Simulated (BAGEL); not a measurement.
# A workflow on GeSiH4O (SMILES [SiH3][O][GeH])

We compute a single-point energy (HF/def2-SVP), then the energy (NEVPT2(2,2)/def2-SVP), then a single-point energy (CASPT2(2,2)/def2-SVP) of GeSiH4O. 

The results are computed with BAGEL 1.2.2.

1 further run of the same task is left out (set aside as unsound or not needed).

## (1) The structure to begin with

The species is GeSiH4O (7 atoms), meant as a singlet with charge 0. SMILES: `[SiH3][O][GeH]`. The Si1–H4 distance was set to 2.831 Å, away from the relaxed value. At this shape a bond of the SMILES string is far longer than usual.

Bond lengths: Si1–O2 1.643 Å, O2–Ge3 1.789 Å, Si1–H5 1.485 Å, Si1–H6 1.485 Å, Ge3–H7 1.605 Å. Angles: Si1–O2–Ge3 134.1°, O2–Si1–H5 109.3°, O2–Si1–H6 109.3°, O2–Ge3–H7 93.5°, H5–Si1–H6 109.4°.

## (2) A single-point energy at HF/def2-SVP (density fitting with svp-jkfit) (run 1)

Input file input.json:

```json
{ "bagel" : [

{
  "title" : "molecule",
  "basis" : "svp",
  "df_basis" : "svp-jkfit",
  "angstrom" : true,
  "geometry" : [
    { "atom" : "Si", "xyz" : [   -0.140941,    1.414561,    0.628083 ] },
    { "atom" : "O", "xyz" : [    1.134259,    0.624361,    1.298283 ] },
    { "atom" : "Ge", "xyz" : [    1.862159,   -0.992539,    1.058783 ] },
    { "atom" : "H", "xyz" : [   -1.409200,   -0.197600,   -1.323800 ] },
    { "atom" : "H", "xyz" : [    0.339859,    2.664961,   -0.012917 ] },
    { "atom" : "H", "xyz" : [   -1.121741,    1.751761,    1.690983 ] },
    { "atom" : "H", "xyz" : [    3.001559,   -0.751439,    2.162583 ] }
  ]
},
{
  "title" : "hf"
},
{
  "title" : "print",
  "file" : "orbitals.molden",
  "orbitals" : true
}

]}
```

Command:

```bash
$ BAGEL_NUM_THREADS=1 BAGEL input.json > input.out
```

What it wrote:

```text
* using 1 threads per process

  ===============================================================
  ===============================================================

  *** Geometry ***

  { "atom" : "Si", "xyz" : [     -0.266340,      2.673133,      1.186905 ] },
  { "atom" : "O", "xyz" : [      2.143439,      1.179871,      2.453399 ] },
  { "atom" : "Ge", "xyz" : [      3.518971,     -1.875627,      2.000810 ] },
  { "atom" : "H", "xyz" : [     -2.663002,     -0.373410,     -2.501619 ] },
  { "atom" : "H", "xyz" : [      0.642240,      5.036046,     -0.024410 ] },
  { "atom" : "H", "xyz" : [     -2.119783,      3.310349,      3.195495 ] },
  { "atom" : "H", "xyz" : [      5.672124,     -1.420014,      4.086690 ] },

  Number of auxiliary basis functions:      543

  Since a DF basis is specified, we compute 2- and 3-index integrals:
    o Being stored without compression. Storage requirement is 0.031 GB

  Number of basis functions:       84
  Number of electrons      :       58

    * METHOD: MOLECULE                             0.56

  *** RHF ***

  === Nuclear Repulsion ===
   231.0699556518

      * DIIS with orbital gradients will be used.

  === RHF iteration (svp) ===
      0      -2440.77354810          0.01714482           0.18
      1      -2440.84432805          0.01517563           0.18
      2      -2440.94919266          0.00111061           0.20
      3      -2440.95073491          0.00035060           0.16
      4      -2440.95087124          0.00007912           0.19
      5      -2440.95088257          0.00002535           0.16
      6      -2440.95088370          0.00001335           0.17
      7      -2440.95088393          0.00000303           0.16
      8      -2440.95088394          0.00000110           0.16
      9      -2440.95088394          0.00000043           0.16
     10      -2440.95088394          0.00000011           0.16
     11      -2440.95088394          0.00000003           0.16
     12      -2440.95088394          0.00000001           0.16
     13      -2440.95088394          0.00000000           0.15
    * SCF iteration converged.

    * Permanent dipole moment:
           (   -0.670878,    -0.211704,    -0.689917) a.u.

    * METHOD: HF                                   2.91

    * METHOD: PRINT                                0.03

  ===============================================================
```

It took 3.9 s on 1 thread of Intel Xeon Platinum 8259CL at 2.50GHz (Skylake/Cascade Lake), shared host; peak memory 0.15 GiB.

## (3) A single-point energy at NEVPT2(2,2)/def2-SVP (density fitting with svp-jkfit) (run 2)

Input file input.json:

```json
{ "bagel" : [

{
  "title" : "molecule",
  "basis" : "svp",
  "df_basis" : "svp-jkfit",
  "angstrom" : true,
  "geometry" : [
    { "atom" : "Si", "xyz" : [      -0.140941,       1.414561,       0.628083 ] },
    { "atom" : "O", "xyz" : [       1.134259,       0.624361,       1.298283 ] },
    { "atom" : "Ge", "xyz" : [       1.862159,      -0.992539,       1.058783 ] },
    { "atom" : "H", "xyz" : [      -1.409200,      -0.197600,      -1.323800 ] },
    { "atom" : "H", "xyz" : [       0.339859,       2.664961,      -0.012917 ] },
    { "atom" : "H", "xyz" : [      -1.121741,       1.751761,       1.690983 ] },
    { "atom" : "H", "xyz" : [       3.001559,      -0.751439,       2.162583 ] }
  ]
},

{ "title" : "hf" },

{ "title" : "nevpt2", "nstate" : 1, "nact" : 2, "nclosed" : 28, "active" : [29, 31], "maxiter" : 200, "natocc" : true, "ncore" : 15 },

{ "title" : "print", "file" : "orbitals.molden", "orbitals" : true }

]}
```

Command:

```bash
$ BAGEL_NUM_THREADS=1 BAGEL input.json > input.out
```

What it wrote:

```text
* using 1 threads per process

  ===============================================================
  ===============================================================

  *** Geometry ***

  { "atom" : "Si", "xyz" : [     -0.266340,      2.673133,      1.186905 ] },
  { "atom" : "O", "xyz" : [      2.143439,      1.179871,      2.453399 ] },
  { "atom" : "Ge", "xyz" : [      3.518971,     -1.875627,      2.000810 ] },
  { "atom" : "H", "xyz" : [     -2.663002,     -0.373410,     -2.501619 ] },
  { "atom" : "H", "xyz" : [      0.642240,      5.036046,     -0.024410 ] },
  { "atom" : "H", "xyz" : [     -2.119783,      3.310349,      3.195495 ] },
  { "atom" : "H", "xyz" : [      5.672124,     -1.420014,      4.086690 ] },

  Number of auxiliary basis functions:      543

  Since a DF basis is specified, we compute 2- and 3-index integrals:
    o Being stored without compression. Storage requirement is 0.031 GB

  Number of basis functions:       84
  Number of electrons      :       58

    * METHOD: MOLECULE                             0.75

  *** RHF ***

  === Nuclear Repulsion ===
   231.0699556518

      * DIIS with orbital gradients will be used.

  === RHF iteration (svp) ===
      0      -2440.77354810          0.01714482           0.16
      1      -2440.84432805          0.01517563           0.15
      2      -2440.94919266          0.00111061           0.16
[... 10 lines of this table left out ...]
     13      -2440.95088394          0.00000000           0.12
    * SCF iteration converged.

    * Permanent dipole moment:
           (   -0.670878,    -0.211704,    -0.689917) a.u.

    * METHOD: HF                                   2.71

    * freezing 15 orbitals
  ---------------------------
      CASSCF calculation
  ---------------------------

    ==== Active orbitals : =====
         Orbital 29
         Orbital 31
    ============================

    * nstate   :      1
    * nclosed  :     28
    * nact     :      2
    * nvirt    :     54
  === CASSCF iteration (svp) ===

    * Using the second-order algorithm

      0  0     -2440.98688610     3.72e-03      0.03

      1  0     -2441.00558955     6.57e-04      0.72
[... 19 lines of this table left out ...]
     11  0     -2441.00621285     5.26e-09      0.77

    * Second-order optimization converged. *

     guess   0:   closed 1.                   open ..

  === FCI iteration ===

      0  0     -2440.94332033     7.55e-02      0.00
      1  0     -2441.00332338     1.55e-02      0.00
      2  0 *   -2441.00621285     8.99e-16      0.00

     * ci vector, state   0, <S^2> = 0.0000
       2.     0.9222372873
       .2    -0.3866243473

  === DF-NEVPT2 calculation ===

    * 3-index integral transformation done
    * assembly done

      NEVPT2 correlation energy:   -0.4773847678      0.29

          (+0)     -0.4471565940
          (+0)'    -0.0036408662
          (+1)     -0.0107236093
          (+1)'    -0.0000000000
          (+2)     -0.0002388725
          (-1)     -0.0140474906
          (-1)'     0.0000000000
          (-2)     -0.0015773352

      NEVPT2 total energy:       -2441.4835976212

    * METHOD: NEVPT2                               9.86

    * METHOD: PRINT                                0.02

  ===============================================================
```

It took 14 s on 1 thread of Intel Xeon Platinum 8259CL at 2.50GHz (Skylake/Cascade Lake), shared host; peak memory 0.15 GiB.

## (4) The energy at CASPT2(2,2)/def2-SVP (density fitting with svp-jkfit) (run 3)

Input file job.json:

```json
{ "bagel": [

{
  "title": "molecule",
  "basis": "svp",
  "df_basis": "svp-jkfit",
  "angstrom": "true",
  "geometry": [
    { "atom": "Si", "xyz": [      -0.140941,       1.414561,       0.628083 ] },
    { "atom": "O", "xyz": [       1.134259,       0.624361,       1.298283 ] },
    { "atom": "Ge", "xyz": [       1.862159,      -0.992539,       1.058783 ] },
    { "atom": "H", "xyz": [      -1.409200,      -0.197600,      -1.323800 ] },
    { "atom": "H", "xyz": [       0.339859,       2.664961,      -0.012917 ] },
    { "atom": "H", "xyz": [      -1.121741,       1.751761,       1.690983 ] },
    { "atom": "H", "xyz": [       3.001559,      -0.751439,       2.162583 ] }
  ]
},

{
  "title": "hf"
},

{
  "title": "casscf",
  "nstate": 1,
  "nact": 2,
  "nclosed": 28,
  "active": [29, 31],
  "maxiter": 200,
  "natocc": "true"
},

{
  "title": "print",
  "file": "orbitals.molden",
  "orbitals": "true"
},

{
  "title": "smith",
  "method": "caspt2",
  "ms": "true",
  "xms": "true",
  "sssr": "true",
  "shift": 0.2,
  "shift_imag": "true",
  "ncore": 15
}

]}
```

Command:

```bash
$ BAGEL_NUM_THREADS=1 BAGEL job.json > job.out
```

What it wrote:

```text
* using 1 threads per process

  ===============================================================
  ===============================================================

  *** Geometry ***

  { "atom" : "Si", "xyz" : [     -0.266340,      2.673133,      1.186905 ] },
  { "atom" : "O", "xyz" : [      2.143439,      1.179871,      2.453399 ] },
  { "atom" : "Ge", "xyz" : [      3.518971,     -1.875627,      2.000810 ] },
  { "atom" : "H", "xyz" : [     -2.663002,     -0.373410,     -2.501619 ] },
  { "atom" : "H", "xyz" : [      0.642240,      5.036046,     -0.024410 ] },
  { "atom" : "H", "xyz" : [     -2.119783,      3.310349,      3.195495 ] },
  { "atom" : "H", "xyz" : [      5.672124,     -1.420014,      4.086690 ] },

  Number of auxiliary basis functions:      543

  Since a DF basis is specified, we compute 2- and 3-index integrals:
    o Being stored without compression. Storage requirement is 0.031 GB

  Number of basis functions:       84
  Number of electrons      :       58

    * METHOD: MOLECULE                             0.62

  *** RHF ***

[... 11 lines left out ...]
    * SCF iteration converged.
[... 1 line left out ...]
    * Permanent dipole moment:
[... 27 lines left out ...]
    * Second-order optimization converged. *
[... 9 lines left out ...]
     * ci vector, state   0, <S^2> = 0.0000
[... 16 lines left out ...]
    * Zeroth order energy : state  0       -0.4879227364

    * CASPT2 iteration is performed using orthogonal basis

      -------------------------------------------  CASPT2 iteration  ---------------------------------------------------
       #      aibj      arbs      arbi      airj      risj      airs      arst      rist         Etot      error   time
      ------------------------------------------------------------------------------------------------------------------

       0  -0.44543  -0.00194  -0.01477  -0.01176  -0.00039  -0.00361  -0.00000  -0.00000   -0.4778916  0.0004422   0.18
       1  -0.44545  -0.00194  -0.01478  -0.01182  -0.00040  -0.00365   0.00000  -0.00000   -0.4780405  0.0000551   0.16
       2  -0.44545  -0.00194  -0.01478  -0.01182  -0.00040  -0.00365  -0.00000  -0.00000   -0.4780425  0.0000075   0.16
       3  -0.44545  -0.00194  -0.01478  -0.01182  -0.00040  -0.00365  -0.00000  -0.00000   -0.4780426  0.0000011   0.17
       4  -0.44545  -0.00194  -0.01478  -0.01182  -0.00040  -0.00365   0.00000  -0.00000   -0.4780426  0.0000001   0.17

      ------------------------------------------------------------------------------------------------------------------

    * CASPT2 energy : state  0    -2441.4868107811
        w/o shift correction      -2441.4842554162
        reference weight              0.8724402317

    * METHOD: SMITH                                1.33

  ===============================================================
```

It took 16 s on 1 thread of Intel Xeon Platinum 8259CL at 2.50GHz (Skylake/Cascade Lake), shared host; peak memory 0.19 GiB.

## (5) Outcome

| quantity | value |
| --- | --- |
| run 1, HF/def2-SVP: total energy | -2440.95088 Eh |
| run 1, HF/def2-SVP: dipole moment | 2.50 D |
| run 1, HF/def2-SVP: HOMO energy | -8.59 eV |
| run 1, HF/def2-SVP: LUMO energy | 0.40 eV |
| run 1, HF/def2-SVP: HOMO–LUMO gap | 8.99 eV |
| run 2, NEVPT2(2,2)/def2-SVP: total energy | -2441.48360 Eh |
| run 3, CASPT2(2,2)/def2-SVP: total energy | -2441.48681 Eh |

What this shows: One bond (run 1, HF/def2-SVP) is far stretched, which a spin-restricted single reference describes badly; a broken-symmetry solution may lie lower.
